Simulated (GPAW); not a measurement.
Sn3Se:

```
Sn Se
1.0
     4.74188    0.00000    0.00000
     0.00000    4.74188    0.00000
     0.00000    0.00000    4.74188
Sn Se
3 1
Direct
  0.50000 0.50000 0.00000
  0.50000 0.00000 0.50000
  0.00000 0.50000 0.50000
  0.00000 0.00000 0.00000
```

The cell comes from a database or a generator and needn't be the stable form of this composition.

- Program: GPAW 26.7.0
- Task: relaxation of cell and atoms
- Functional: PBEsol
- Potentials or basis: PAW data sets generated in the run's folder for this functional
- Cutoff: 600 eV
- Basis: pw
- k mesh: 6 × 6 × 6
- Occupations: fermi-dirac, width 0.05 eV
- Spin: no spin polarisation

At the start: pressure -2.8 GPa; volume 26.66 Å³/atom.

Q: Where does the relaxation end?

A: Over 4 steps the energy falls by 13.6 meV/atom and the volume is 25.15 Å³/atom (-5.6 %); space group Pm-3m (No. 221, to 0.05 Å).

The path:
```
step  energy change (eV)  largest force (eV/Å)  pressure (GPa)  volume (Å³)
   1              0.0000                0.0000           -2.82       106.62
   2             -0.0090                0.0000           -2.60       106.09
   3             -0.0540                0.0000            0.18       100.27
   4             -0.0543                0.0000           -0.01       100.62
```

Final structure:
```xyz
4
Lattice="4.6511 0.0000 0.0000 0.0000 4.6511 0.0000 0.0000 0.0000 4.6511" Properties=species:S:1:pos:R:3 pbc="T T T"
Sn    2.3256    2.3256    0.0000
Sn    2.3256    0.0000    2.3256
Sn    0.0000    2.3256    2.3256
Se    0.0000    0.0000    0.0000
```

Caveat: later steps reuse the first step's grids.
